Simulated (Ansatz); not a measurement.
# AlF2H2N: the cost of one run

Computed with Ansatz 0.2.0, Gaussian basis. Level: PBE0-D4/def2-TZVP structures, single points in def2-TZVPP, no counterpoise correction.

Levels: SPW92, PBE-D4, BLYP-D4, r2SCAN-D4, B97M-V, PBE0-D4, B3LYP-D4, r2SCAN0-D4, BHLYP-D4, CAM-B3LYP-D4, wB97X-V, wB97M-V, B2PLYP, PBE-QIDH, RPA on PBE, Hartree-Fock, MP2, CCSD, CCSD(T).

Cores are frozen in the correlated methods. B3LYP uses VWN-RPA correlation. B2PLYP carries no dispersion term here.

95 further runs of the same task are left out: 1 that didn't finish, 94 set aside as unsound or not needed.

## (1) Starting geometry

The complex: 9 atoms, charge 0, spin multiplicity 1.

Atoms are counted from 1 here; the program's logs count them from 0.

Bond lengths: Al1–N2 1.771 Å, Al1–F3 1.658 Å, Al1–F4 1.658 Å, Al1–S6 2.516 Å, N2–H7 1.007 Å, N2–H8 1.007 Å, H5–S6 1.344 Å, S6–H9 1.344 Å. Angles: N2–Al1–F3 117.6°, N2–Al1–F4 117.6°, N2–Al1–S6 106.2°, F3–Al1–F4 119.4°, F3–Al1–S6 93.6°, F4–Al1–S6 93.6°, Al1–N2–H7 123.3°, Al1–N2–H8 123.4°, H7–N2–H8 110.0°, Al1–S6–H5 95.4°, Al1–S6–H9 95.4°, H5–S6–H9 92.6°.

As a file:

```xyz
9
AlF2H4NS
Al   -0.17427   -0.29074   -0.86076
N     0.05600    1.41894   -0.46117
F     1.08487   -1.08392   -1.59274
F    -1.72572   -0.82014   -1.11183
H     1.19019   -0.91382    1.69372
S     0.07640   -1.55523    1.30043
H     0.91467    1.91581   -0.63162
H    -0.70362    2.07032   -0.35230
H    -0.71842   -0.74122    2.01616
```

Its parts: AlF2H2N holds atoms 1, 2, 3, 4, 7, 8; H2S holds atoms 5, 6, 9. Each part counts its atoms afresh in its own runs.

## (2) Relaxing AlF2H2N alone

relax-a/in.yaml reads:

```yaml
crystal:
  periodic: [false, false, false]
  atoms:
    - {symbol: Al, position_ang: [-0.174265, -0.290736, -0.860755]}
    - {symbol: N, position_ang: [0.056000, 1.418935, -0.461166]}
    - {symbol: F, position_ang: [1.084869, -1.083919, -1.592741]}
    - {symbol: F, position_ang: [-1.725724, -0.820142, -1.111825]}
    - {symbol: H, position_ang: [0.914667, 1.915811, -0.631625]}
    - {symbol: H, position_ang: [-0.703617, 2.070322, -0.352303]}
basis:
  gaussian: {orbitals: def2-TZVP}
hamiltonian: {xc: pbe0, dispersion: d4}
relax: {f_tol: 0.005, max_steps: 200}
```

Command:

```console
> ansatz run in.yaml --threads 3 --pin off --events-out ev --progress --plain --max-ram 6092MiB
```

**Question.** How long does this run take on 3 threads of Intel Xeon at 2.30GHz, shared host?

About 11 s.
